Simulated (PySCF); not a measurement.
**CoN₂⁻: a ladder of methods and rigid scans**

How much do the numbers for CoN₂⁻ (triplet) hang on the method? All levels run at one geometry, the PBE0 minimum. Rigid scans about the minimum follow.

Method: several methods, basis Co def2-TZVPD, N def2-TZVPD, no relativity, density fitting; program: PySCF 2.14.0.

## Step 1: The system as given

3 atoms, charge -1, spin multiplicity 3.

Bond lengths: Co1–N2 1.583 Å, Co1–N3 1.583 Å. Angles: N2–Co1–N3 137.5°.

Coordinates in bohr (charge -1 multiplicity 3):
```
Co   -0.3498    0.0000    0.0000
N     0.7354    0.0000    2.7878
N     0.7354    0.0000   -2.7878
```

## Step 2: PBE0

One driver script runs all steps and calls PySCF; scf.py shows the equivalent input of each level. Each SCF starts from the density of the minimum. The driver also runs the species with one electron less or more at the same geometry (one less: multiplicity 2); their logs are not shown.

scf.py

```python
from pyscf import gto, scf, dft
mol = gto.M(atom='''
Co    -0.185097     0.000000    -0.000000
N      0.389167     0.000000     1.475215
N      0.389167    -0.000000    -1.475215''',
    basis={'Co': 'def2-TZVPD', 'N': 'def2-TZVPD'},
    charge=-1, spin=2)
mf = dft.UKS(mol, xc='PBE0')
mf.grids.atom_grid = (99, 590)
aux = {'Co': 'def2-universal-JKFIT', 'N': 'def2-universal-JKFIT'}
mf = mf.density_fit(auxbasis=aux)
mf.kernel()
```

## Step 3: HF

scf.py, as its differences from that of step 2:

```diff
@@ -8,2 +8 @@
-mf = dft.UKS(mol, xc='PBE0')
-mf.grids.atom_grid = (99, 590)
+mf = scf.UHF(mol)
```

## Step 4: MP2

scf.py, as its differences from that of step 3:

```diff
@@ -11,0 +12,2 @@
+from pyscf.mp import dfump2
+dfump2.DFUMP2(mf, frozen=7).kernel()  # the driver gives MP2 a fitting basis of its own (RI)
```

## Step 5: PBE

scf.py, as its differences from that of step 4:

```diff
@@ -8 +8,2 @@
-mf = scf.UHF(mol)
+mf = dft.UKS(mol, xc='PBE')
+mf.grids.atom_grid = (99, 590)
@@ -12,2 +12,0 @@
-from pyscf.mp import dfump2
-dfump2.DFUMP2(mf, frozen=7).kernel()  # the driver gives MP2 a fitting basis of its own (RI)
```

## Step 6: r2SCAN

scf.py, as its differences from that of step 5:

```diff
@@ -8 +8 @@
-mf = dft.UKS(mol, xc='PBE')
+mf = dft.UKS(mol, xc='R2SCAN')
```

## Step 7: B3LYP

scf.py, as its differences from that of step 6:

```diff
@@ -8 +8 @@
-mf = dft.UKS(mol, xc='R2SCAN')
+mf = dft.UKS(mol, xc='B3LYP')
```

## Step 8: TPSSh

scf.py, as its differences from that of step 7:

```diff
@@ -8 +8 @@
-mf = dft.UKS(mol, xc='B3LYP')
+mf = dft.UKS(mol, xc='TPSSH')
```

## Step 9: M06-2X

scf.py, as its differences from that of step 8:

```diff
@@ -8 +8 @@
-mf = dft.UKS(mol, xc='TPSSH')
+mf = dft.UKS(mol, xc='M062X')
```

## Step 10: revPBE

scf.py, as its differences from that of step 9:

```diff
@@ -8 +8 @@
-mf = dft.UKS(mol, xc='M062X')
+mf = dft.UKS(mol, xc='PBE_R,PBE')
```

## Step 12: Breathing scan

A rigid scan with PBE0: all bonds to the central atom are scaled together. Each point starts from its neighbour's orbitals, and energies count from the minimum. Dipoles of the ion refer to the centre of mass.

(Steps that only read results are left out.)

What does the calculation give? Wanted: vertical ionisation energy, range; orbital gap, range; all bonds 4 % longer.

As calculated:

| quantity | value |
| --- | --- |
| vertical ionisation energy, range | -2.23 (HF) to 5.55 (MP2) eV |
| orbital gap, range | -0.37 (PBE) to 8.76 (HF) eV |
| all bonds 4 % longer | 13.2 kJ/mol |

In words: The vertical ionisation energy spreads over 7.78 eV, from HF to MP2; without a CCSD(T) value for it there is no yardstick here. A negative gap means that an empty level lies below a filled one. Spin contamination is strong in at least one of the open-shell species at PBE0, HF, MP2, PBE, r2SCAN, B3LYP, TPSSh, M06-2X, revPBE. Shortening all bonds by 4 % costs 18.2 kJ/mol and lengthening them 13.2: the wall is steeper on the short side. Open d and f shells are described by one determinant, and the ground state may have another occupation or spin.
